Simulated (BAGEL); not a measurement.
**HF/6-31G(d) (density fitting with qzvpp-jkfit, spherical functions) run of SiHCl3O (SMILES O[Si](Cl)(Cl)Cl)**

Aim: the energy change on altering one bond length of SiHCl3O at HF/6-31G* (density fitting with qzvpp-jkfit, spherical functions), from 2 runs. 

Program for the calculation: BAGEL 1.2.2.

1 further run of the same task is left out (set aside as unsound or not needed).

## Step 1: Starting point

The species is SiHCl3O (6 atoms), meant as a singlet with charge 0. As SMILES, `O[Si](Cl)(Cl)Cl`. The shape is that of a PBE0-D4/def2-TZVP optimisation.

Bond lengths: O1–Si2 1.617 Å, Si2–Cl3 2.031 Å, Si2–Cl4 2.031 Å, Si2–Cl5 2.017 Å, O1–H6 0.960 Å. Angles: O1–Si2–Cl3 111.3°, O1–Si2–Cl4 111.3°, O1–Si2–Cl5 106.6°, Cl3–Si2–Cl4 107.8°, Cl3–Si2–Cl5 109.9°, Cl4–Si2–Cl5 109.9°, Si2–O1–H6 118.4°.

## Step 2: The energy at HF/6-31G(d) (density fitting with qzvpp-jkfit, spherical functions)

Contents of input.json:

```json
{ "bagel" : [

{
  "title" : "molecule",
  "basis" : "6-31gs.json",
  "df_basis" : "qzvpp-jkfit",
  "angstrom" : true,
  "geometry" : [
    { "atom" : "O", "xyz" : [   -0.778500,    0.456100,    0.986200 ] },
    { "atom" : "Si", "xyz" : [    0.185900,    0.049000,   -0.245600 ] },
    { "atom" : "Cl", "xyz" : [    1.819700,   -0.969100,    0.401800 ] },
    { "atom" : "Cl", "xyz" : [   -0.787000,   -1.126700,   -1.586000 ] },
    { "atom" : "Cl", "xyz" : [    0.754300,    1.771600,   -1.126800 ] },
    { "atom" : "H", "xyz" : [   -1.152300,   -0.245000,    1.524300 ] }
  ]
},
{ "title" : "hf" },
{ "title" : "print", "file" : "orbitals.molden", "orbitals" : true }

]}
```

The basis set 6-31G* is read from a file made from the Basis Set Exchange's data (not shown).

Launch:

```
$ BAGEL_NUM_THREADS=1 BAGEL input.json > input.out
```

Log:

```text
* using 1 threads per process

  ===============================================================
  ===============================================================

  *** Geometry ***

  { "atom" : "O", "xyz" : [     -1.471152,      0.861904,      1.863648 ] },
  { "atom" : "Si", "xyz" : [      0.351300,      0.092597,     -0.464117 ] },
  { "atom" : "Cl", "xyz" : [      3.438735,     -1.831334,      0.759292 ] },
  { "atom" : "Cl", "xyz" : [     -1.487214,     -2.129154,     -2.997106 ] },
  { "atom" : "Cl", "xyz" : [      1.425420,      3.347839,     -2.129343 ] },
  { "atom" : "H", "xyz" : [     -2.177531,     -0.462983,      2.880510 ] },

  Number of auxiliary basis functions:      607

  Since a DF basis is specified, we compute 2- and 3-index integrals:
    o Being stored without compression. Storage requirement is 0.038 GB

  Number of basis functions:       88
  Number of electrons      :       74

    * METHOD: MOLECULE                             0.45

  *** RHF ***

  === Nuclear Repulsion ===
   449.8841242048

      * DIIS with orbital gradients will be used.

  === RHF iteration (6-31gs.json) ===
      0      -1742.81507088          0.01661455           0.19
      1      -1742.93931836          0.01049777           0.18
      2      -1743.00175044          0.00095454           0.18
      3      -1743.00262947          0.00032693           0.18
      4      -1743.00273393          0.00007511           0.18
      5      -1743.00273959          0.00001712           0.17
      6      -1743.00274007          0.00000502           0.18
      7      -1743.00274011          0.00000091           0.18
      8      -1743.00274011          0.00000031           0.18
      9      -1743.00274011          0.00000014           0.18
     10      -1743.00274011          0.00000004           0.18
     11      -1743.00274011          0.00000001           0.18
     12      -1743.00274011          0.00000000           0.17
    * SCF iteration converged.

    * Permanent dipole moment:
           (    0.413901,     0.440245,    -0.572452) a.u.

    * METHOD: HF                                   2.60

    * METHOD: PRINT                                0.02

  ===============================================================
```

It took 3.3 s on 1 thread of Arm Neoverse V1, shared host; peak memory 0.17 GiB.

## Step 3: The distorted shape, same level

Contents of hf.json:

```json
{ "bagel" : [

{
  "title" : "molecule",
  "basis" : "6-31gs.json",
  "df_basis" : "qzvpp-jkfit",
  "angstrom" : true,
  "geometry" : [
    { "atom" : "O", "xyz" : [   -1.935757,    0.944610,    2.464331 ] },
    { "atom" : "Si", "xyz" : [    0.185900,    0.049000,   -0.245600 ] },
    { "atom" : "Cl", "xyz" : [    1.819700,   -0.969100,    0.401800 ] },
    { "atom" : "Cl", "xyz" : [   -0.787000,   -1.126700,   -1.586000 ] },
    { "atom" : "Cl", "xyz" : [    0.754300,    1.771600,   -1.126800 ] },
    { "atom" : "H", "xyz" : [   -2.309557,    0.243510,    3.002431 ] }
  ]
},
{
  "title" : "hf"
},
{
  "title" : "print",
  "file" : "orbitals.molden",
  "orbitals" : true
}

]}
```

The basis set 6-31G* is read from a file made from the Basis Set Exchange's data (not shown).

Launch:

```
$ BAGEL_NUM_THREADS=1 BAGEL hf.json > hf.out
```

Log:

```text
* using 1 threads per process

  ===============================================================
  ===============================================================

  *** Geometry ***

  { "atom" : "O", "xyz" : [     -3.658051,      1.785054,      4.656911 ] },
  { "atom" : "Si", "xyz" : [      0.351300,      0.092597,     -0.464117 ] },
  { "atom" : "Cl", "xyz" : [      3.438735,     -1.831334,      0.759292 ] },
  { "atom" : "Cl", "xyz" : [     -1.487214,     -2.129154,     -2.997106 ] },
  { "atom" : "Cl", "xyz" : [      1.425420,      3.347839,     -2.129343 ] },
  { "atom" : "H", "xyz" : [     -4.364430,      0.460167,      5.673772 ] },

  Number of auxiliary basis functions:      607

  Since a DF basis is specified, we compute 2- and 3-index integrals:
    o Being stored without compression. Storage requirement is 0.038 GB

  Number of basis functions:       88
  Number of electrons      :       74

    * METHOD: MOLECULE                             0.42

  *** RHF ***

  === Nuclear Repulsion ===
   399.9422898117

      * DIIS with orbital gradients will be used.

  === RHF iteration (6-31gs.json) ===
      0      -1742.27511443          0.02124892           0.17
      1      -1738.73444208          0.04904477           0.16
      2      -1742.57930230          0.00896112           0.16
      3      -1742.66816397          0.00303042           0.15
      4      -1742.69210420          0.00171017           0.15
      5      -1742.69630262          0.00247960           0.15
      6      -1742.69929485          0.00163703           0.16
      7      -1742.70194230          0.00015188           0.16
      8      -1742.70197529          0.00003444           0.16
      9      -1742.70197826          0.00001471           0.16
     10      -1742.70197864          0.00000644           0.16
     11      -1742.70197869          0.00000146           0.17
     12      -1742.70197870          0.00000064           0.16
     13      -1742.70197870          0.00000029           0.17
     14      -1742.70197870          0.00000013           0.17
     15      -1742.70197870          0.00000005           0.17
     16      -1742.70197870          0.00000001           0.17
     17      -1742.70197870          0.00000001           0.16
    * SCF iteration converged.

    * Permanent dipole moment:
           (   -0.815440,     0.835088,     1.006896) a.u.

    * METHOD: HF                                   3.19

    * METHOD: PRINT                                0.02

  ===============================================================
```

Run time: 3.9 s. Hardware: 1 thread of Arm Neoverse V1, shared host; peak memory 0.17 GiB.

## Step 4: Outcome

Level: HF/6-31G* (density fitting with qzvpp-jkfit, spherical functions).

| quantity | value |
| --- | --- |
| first shape: total energy | -1743.00274 Eh |
| first shape: dipole moment | 2.12 D |
| first shape: HOMO energy | -12.78 eV |
| first shape: LUMO energy | 3.90 eV |
| first shape: HOMO–LUMO gap | 16.68 eV |
| distorted shape: total energy | -1742.70198 Eh |
| distorted shape: dipole moment | 3.92 D |
| distorted shape: HOMO energy | -8.55 eV |
| distorted shape: LUMO energy | -2.47 eV |
| distorted shape: HOMO–LUMO gap | 6.09 eV |
| energy change with the O1–Si2 bond stretched from 1.617 to 3.556 Å | 8.184 eV |

One bond (distorted shape) is far stretched, which a spin-restricted single reference describes badly; a broken-symmetry solution may lie lower. With the O1–Si2 bond stretched from 1.617 to 3.556 Å the energy rises by 8.18 eV (790 kJ/mol). The first shape isn't relaxed at this level, so the change isn't measured from a minimum. A restricted reference can't describe the breaking bond well at this length.
